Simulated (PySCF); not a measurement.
# C8H6: the cost of one run

Programs: PySCF 2.14.0, with routines of our own; each step states its level. All values are computed. Atoms count from 0.

### Step 1. The system as given

14 atoms, charge 0, multiplicity 1; geometry from: GFN2-xTB.

### Step 2. Optimising the geometry at BHandHLYP/def2-SVP

The job: settings as JSON, then the geometry in Å.

```
{"job": {"xc": "BHandHLYP", "basis": "def2-SVP", "grid": 1, "kind": "geom"}, "charge": 0, "multiplicity": 1}
C      2.126670    -0.284031    -0.106563
C      1.560966     0.889801     0.229204
C      0.114112     0.693026     0.190869
C     -1.081669     1.288108     0.371231
C     -2.126819     0.283626     0.103619
C     -1.560825    -0.890090    -0.231381
C     -0.114374    -0.692917    -0.194558
C      1.081264    -1.287727    -0.376084
H      3.177866    -0.498376    -0.178344
H      2.057488     1.808228     0.481258
H     -1.291918     2.304045     0.657286
H     -3.177928     0.497409     0.177048
H     -2.057260    -1.808622    -0.481808
H      1.291748    -2.302952    -0.663943
```

Launch:

```
$ OMP_NUM_THREADS=1 python excited_run.py task.json out
```

One launch serves the whole session: the jobs run in the order shown.

Q: Estimate the wall time and peak memory of this first job on 1 thread of Intel Xeon 6975P-C, shared host.

About 19 s, with a peak of 0.61 GiB.
